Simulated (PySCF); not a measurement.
# InO⁻ with other numerical set-ups

The method stays; parts of the set-up, such as the basis or the Hamiltonian, are changed.

The runs use PySCF 2.14.0; method and basis as typed in the scripts.

3 further runs of the same task are left out: 1 for a known fault of the program, 2 that didn't finish.

**1. Starting geometry**

InO⁻: 2 atoms, charge -1, spin multiplicity 1.

Bond lengths: In1–O2 2.090 Å.

**2. The base run**

input.py reads:

```python
from pyscf import gto, dft

mol = gto.M(
    atom='In 0 0 0; O 0 0 2.09',
    basis='crenbl',
    ecp={'In': 'crenbl', 'O': 'crenbl'},
    charge=-1,
    spin=0,
    verbose=3,
)
mf = dft.RKS(mol, xc='b3pw91')
mf.kernel()
mf.mulliken_pop()
mf.dip_moment()
print('orbital energies (hartree):', mf.mo_energy[..., max(0, mol.nelec[1]-3):mol.nelec[0]+3].round(4))
```

Run with:

```console
OMP_NUM_THREADS=1 python input.py
```

Its log is not repeated here.

It gives: E(SCF) = -74.317266 Eh.

The bond length is a typed value, not an optimised one. The dipole of an ion depends on the origin.

**3. X2c-svpall (core potential off, X2C on)**

Variant 1 changes basis set: crenbl → x2c-svpall; core potential: on → off; spin-free X2C: off → on. The core potential changes with it: totals don't compare.

input.py reads:

```python
from pyscf import gto, dft

mol = gto.M(
    atom='In 0 0 0; O 0 0 2.09',
    basis='x2c-svpall',
    charge=-1,
    spin=0,
    verbose=3,
)
mf = dft.RKS(mol, xc='b3pw91')
mf = mf.sfx2c1e()
mf.kernel()
mf.analyze()
print('orbital energies (hartree):', mf.mo_energy[..., max(0, mol.nelec[1]-3):mol.nelec[0]+3].round(4))
```

Run with:

```console
OMP_NUM_THREADS=1 python input.py
```

Output:

```text
converged SCF energy = -5955.72277552757
**** MO energy ****
MO #1   energy= -1020.64295123621  occ= 2
MO #2   energy= -153.340293218854  occ= 2
MO #3   energy= -137.701083673202  occ= 2
MO #4   energy= -137.701083673197  occ= 2
MO #5   energy= -137.699993322562  occ= 2
MO #6   energy= -29.2386353169994  occ= 2
MO #7   energy= -24.0731920717211  occ= 2
MO #8   energy= -24.0731920716952  occ= 2
MO #9   energy= -24.0693374733986  occ= 2
MO #10  energy= -18.8399836189143  occ= 2
MO #11  energy= -16.0075221173327  occ= 2
MO #12  energy= -16.0075220160769  occ= 2
MO #13  energy= -16.0047867926279  occ= 2
MO #14  energy= -16.0047867926093  occ= 2
MO #15  energy= -16.0038962275537  occ= 2
MO #16  energy= -4.36853568718588  occ= 2
MO #17  energy= -2.80771267755906  occ= 2
MO #18  energy= -2.80771267754905  occ= 2
MO #19  energy= -2.79704315448235  occ= 2
MO #20  energy= -0.582913737869657 occ= 2
MO #21  energy= -0.53710758503403  occ= 2
MO #22  energy= -0.537107566467262 occ= 2
MO #23  energy= -0.527543215296347 occ= 2
MO #24  energy= -0.527543215270921 occ= 2
MO #25  energy= -0.502385594427099 occ= 2
MO #26  energy= -0.114936824211051 occ= 2
MO #27  energy= 0.00434404723044812 occ= 2
MO #28  energy= 0.00434404725274497 occ= 2
MO #29  energy= 0.00628989496061916 occ= 2
MO #30  energy= 0.149775143886014  occ= 0
MO #31  energy= 0.149775143938167  occ= 0
MO #32  energy= 0.231054127064097  occ= 0
MO #33  energy= 0.288018225744155  occ= 0
MO #34  energy= 0.494187177192549  occ= 0
MO #35  energy= 0.494187258672046  occ= 0
MO #36  energy= 0.537017273756871  occ= 0
MO #37  energy= 0.537017273836849  occ= 0
MO #38  energy= 0.546218674264236  occ= 0
MO #39  energy= 0.546218674282222  occ= 0
MO #40  energy= 0.546980690975518  occ= 0
MO #41  energy= 0.678782344256315  occ= 0
MO #42  energy= 1.24947654027425   occ= 0
MO #43  energy= 1.29440224530738   occ= 0
MO #44  energy= 1.29440224531854   occ= 0
MO #45  energy= 1.59914350699734   occ= 0
MO #46  energy= 2.9445075982287    occ= 0
MO #47  energy= 2.94452283059478   occ= 0
MO #48  energy= 2.96172179803418   occ= 0
MO #49  energy= 2.96172179805485   occ= 0
MO #50  energy= 3.0378298754718    occ= 0
 ** Mulliken atomic charges  **
charge of    0In =     -0.29435
charge of    1O =     -0.70565
Dipole moment(X, Y, Z, Debye):  0.00000, -0.00000, -4.91580
orbital energies (hartree): [0.0043 0.0043 0.0063 0.1498 0.1498 0.2311]
```

It took 5.4 s on 1 thread of Arm Neoverse N1, shared host; peak memory 0.2 GiB.

This run: E(SCF) = -5955.722776 Eh.

**4. Cartesian functions on**

Variant 2 changes Cartesian functions: off → on.

Edit input.py of step 2 so:

```diff
@@ -8,2 +8,3 @@
     spin=0,
+    cart=True,
     verbose=3,
```

Run with:

```console
OMP_NUM_THREADS=1 python input.py
```

Output:

```text
converged SCF energy = -74.3203168514464
 ** Mulliken pop  **
pop of  0 In 5s          -0.38280
pop of  0 In 6s           0.57073
pop of  0 In 7s           1.56316
pop of  0 In 5px         -0.00399
pop of  0 In 5py         -0.00399
pop of  0 In 5pz         -0.01373
pop of  0 In 6px          0.13732
pop of  0 In 6py          0.13732
pop of  0 In 6pz          0.37669
pop of  0 In 7px          0.23396
pop of  0 In 7py          0.23396
pop of  0 In 7pz          0.14369
pop of  0 In 4dxx         0.35126
pop of  0 In 4dxy         0.52260
pop of  0 In 4dxz         0.52632
pop of  0 In 4dyy         0.35126
pop of  0 In 4dyz         0.52632
pop of  0 In 4dzz         0.35203
pop of  0 In 5dxx         0.61121
pop of  0 In 5dxy         0.92474
pop of  0 In 5dxz         0.92832
pop of  0 In 5dyy         0.61121
pop of  0 In 5dyz         0.92832
pop of  0 In 5dzz         0.60569
pop of  0 In 6dxx         0.37913
pop of  0 In 6dxy         0.47867
pop of  0 In 6dxz         0.47203
pop of  0 In 6dyy         0.37913
pop of  0 In 6dyz         0.47203
pop of  0 In 6dzz         0.36383
pop of  0 In 7dxx         0.05269
pop of  0 In 7dxy         0.07398
pop of  0 In 7dxz         0.09440
pop of  0 In 7dyy         0.05269
pop of  0 In 7dyz         0.09440
pop of  0 In 7dzz         0.06226
pop of  1  O 2s          -0.05717
pop of  1  O 3s           0.99253
pop of  1  O 4s           0.46294
pop of  1  O 5s           0.56231
pop of  1  O 2px          0.02589
pop of  1  O 2py          0.02589
pop of  1  O 2pz          0.02720
pop of  1  O 3px          0.27860
pop of  1  O 3py          0.27860
pop of  1  O 3pz          0.28993
pop of  1  O 4px          0.65119
pop of  1  O 4py          0.65119
pop of  1  O 4pz          0.70122
pop of  1  O 5px          0.65599
pop of  1  O 5py          0.65599
pop of  1  O 5pz          0.59091
 ** Mulliken atomic charges  **
charge of    0In =     -0.20680
charge of    1O =     -0.79320

WARN: System has nonzero charge -1; the dipole moment is origin-dependent.
Location of origin: [0. 0. 0.]

Dipole moment(X, Y, Z, Debye):  0.00000, -0.00000, -5.72858
orbital energies (hartree): [0.0003 0.0003 0.0058 0.1388 0.1388 0.1912]
```

It took 3.2 s on 1 thread of Arm Neoverse N1, shared host.

Result: E(SCF) = -74.320317 Eh (-0.0830 eV from the base).

**5. Integration grid (50, 194)**

Variant 3 changes integration grid: default → (50, 194).

Edit input.py of step 2 so:

```diff
@@ -11,2 +11,3 @@
 mf = dft.RKS(mol, xc='b3pw91')
+mf.grids.atom_grid = (50, 194)
 mf.kernel()
```

Run with:

```console
OMP_NUM_THREADS=1 python input.py
```

Output:

```text
converged SCF energy = -74.3173668062657
 ** Mulliken pop  **
pop of  0 In 5s          -0.51390
pop of  0 In 6s           0.92081
pop of  0 In 7s           1.47741
pop of  0 In 5px         -0.00404
pop of  0 In 5py         -0.00404
pop of  0 In 5pz         -0.01361
pop of  0 In 6px          0.13856
pop of  0 In 6py          0.13856
pop of  0 In 6pz          0.36933
pop of  0 In 7px          0.23691
pop of  0 In 7py          0.23691
pop of  0 In 7pz          0.14553
pop of  0 In 4dxy         0.52247
pop of  0 In 4dyz         0.52621
pop of  0 In 4dz^2        0.52884
pop of  0 In 4dxz         0.52621
pop of  0 In 4dx2-y2      0.52247
pop of  0 In 5dxy         0.92490
pop of  0 In 5dyz         0.92849
pop of  0 In 5dz^2        0.92959
pop of  0 In 5dxz         0.92849
pop of  0 In 5dx2-y2      0.92491
pop of  0 In 6dxy         0.47826
pop of  0 In 6dyz         0.47164
pop of  0 In 6dz^2        0.47204
pop of  0 In 6dxz         0.47164
pop of  0 In 6dx2-y2      0.47825
pop of  0 In 7dxy         0.07437
pop of  0 In 7dyz         0.09486
pop of  0 In 7dz^2        0.08318
pop of  0 In 7dxz         0.09486
pop of  0 In 7dx2-y2      0.07437
pop of  1 O 2s           -0.05716
pop of  1 O 3s            0.99264
pop of  1 O 4s            0.46064
pop of  1 O 5s            0.56450
pop of  1 O 2px           0.02578
pop of  1 O 2py           0.02578
pop of  1 O 2pz           0.02741
pop of  1 O 3px           0.27755
pop of  1 O 3py           0.27755
pop of  1 O 3pz           0.29251
pop of  1 O 4px           0.64898
pop of  1 O 4py           0.64898
pop of  1 O 4pz           0.70435
pop of  1 O 5px           0.65507
pop of  1 O 5py           0.65507
pop of  1 O 5pz           0.61587
 ** Mulliken atomic charges  **
charge of    0In =     -0.18447
charge of    1O =     -0.81553

WARN: System has nonzero charge -1; the dipole moment is origin-dependent.
Location of origin: [0. 0. 0.]

Dipole moment(X, Y, Z, Debye): -0.00000, -0.00000, -5.90516
orbital energies (hartree): [0.0025 0.0025 0.0091 0.1407 0.1407 0.1933]
```

It took 2 s on 1 thread of Arm Neoverse N1, shared host.

Result: E(SCF) = -74.317367 Eh (-0.0027 eV from the base).

**6. Integration grid 5**

Variant 4 changes integration grid: default → 5.

Edit input.py of step 2 so:

```diff
@@ -11,2 +11,3 @@
 mf = dft.RKS(mol, xc='b3pw91')
+mf.grids.level = 5
 mf.kernel()
```

Run with:

```console
OMP_NUM_THREADS=1 python input.py
```

Output:

```text
converged SCF energy = -74.3172655685317
 ** Mulliken pop  **
pop of  0 In 5s          -0.51390
pop of  0 In 6s           0.92082
pop of  0 In 7s           1.47740
pop of  0 In 5px         -0.00404
pop of  0 In 5py         -0.00404
pop of  0 In 5pz         -0.01361
pop of  0 In 6px          0.13856
pop of  0 In 6py          0.13856
pop of  0 In 6pz          0.36933
pop of  0 In 7px          0.23692
pop of  0 In 7py          0.23692
pop of  0 In 7pz          0.14552
pop of  0 In 4dxy         0.52245
pop of  0 In 4dyz         0.52619
pop of  0 In 4dz^2        0.52883
pop of  0 In 4dxz         0.52619
pop of  0 In 4dx2-y2      0.52245
pop of  0 In 5dxy         0.92493
pop of  0 In 5dyz         0.92851
pop of  0 In 5dz^2        0.92961
pop of  0 In 5dxz         0.92851
pop of  0 In 5dx2-y2      0.92493
pop of  0 In 6dxy         0.47825
pop of  0 In 6dyz         0.47163
pop of  0 In 6dz^2        0.47204
pop of  0 In 6dxz         0.47163
pop of  0 In 6dx2-y2      0.47825
pop of  0 In 7dxy         0.07438
pop of  0 In 7dyz         0.09486
pop of  0 In 7dz^2        0.08318
pop of  0 In 7dxz         0.09486
pop of  0 In 7dx2-y2      0.07438
pop of  1 O 2s           -0.05716
pop of  1 O 3s            0.99271
pop of  1 O 4s            0.46056
pop of  1 O 5s            0.56451
pop of  1 O 2px           0.02578
pop of  1 O 2py           0.02578
pop of  1 O 2pz           0.02741
pop of  1 O 3px           0.27754
pop of  1 O 3py           0.27754
pop of  1 O 3pz           0.29252
pop of  1 O 4px           0.64895
pop of  1 O 4py           0.64895
pop of  1 O 4pz           0.70436
pop of  1 O 5px           0.65509
pop of  1 O 5py           0.65509
pop of  1 O 5pz           0.61588
 ** Mulliken atomic charges  **
charge of    0In =     -0.18449
charge of    1O =     -0.81551

WARN: System has nonzero charge -1; the dipole moment is origin-dependent.
Location of origin: [0. 0. 0.]

Dipole moment(X, Y, Z, Debye):  0.00000,  0.00000, -5.90503
orbital energies (hartree): [0.0025 0.0025 0.0091 0.1407 0.1407 0.1933]
```

It took 5.8 s on 1 thread of Arm Neoverse N1, shared host; peak memory 0.25 GiB.

Result: E(SCF) = -74.317266 Eh (no change).

**7. Side by side**

```csv
run,E(SCF) (hartree),from base (eV),gap (eV),functions
base,-74.317266,0,n/a,48
"x2c-svpall (core potential off, X2C on)",-5955.722776,not comparable,3.90,50
Cartesian functions on,-74.320317,-0.0830,n/a,n/a
"integration grid (50, 194)",-74.317367,-0.0027,n/a,48
integration grid 5,-74.317266,0.0000,n/a,48
```

Wall time on 1 thread of Arm Neoverse N1, shared host, start-up included: base 3.1 s; x2c-svpall (core potential off, X2C on) 5.4 s; Cartesian functions on 3.2 s; integration grid (50, 194) 2 s; integration grid 5 5.8 s.

**Reading.** No change of the SCF energy comes from integration grid 5. The largest comparable shift of the SCF energy, -0.083 eV, comes with the run “Cartesian functions on”.
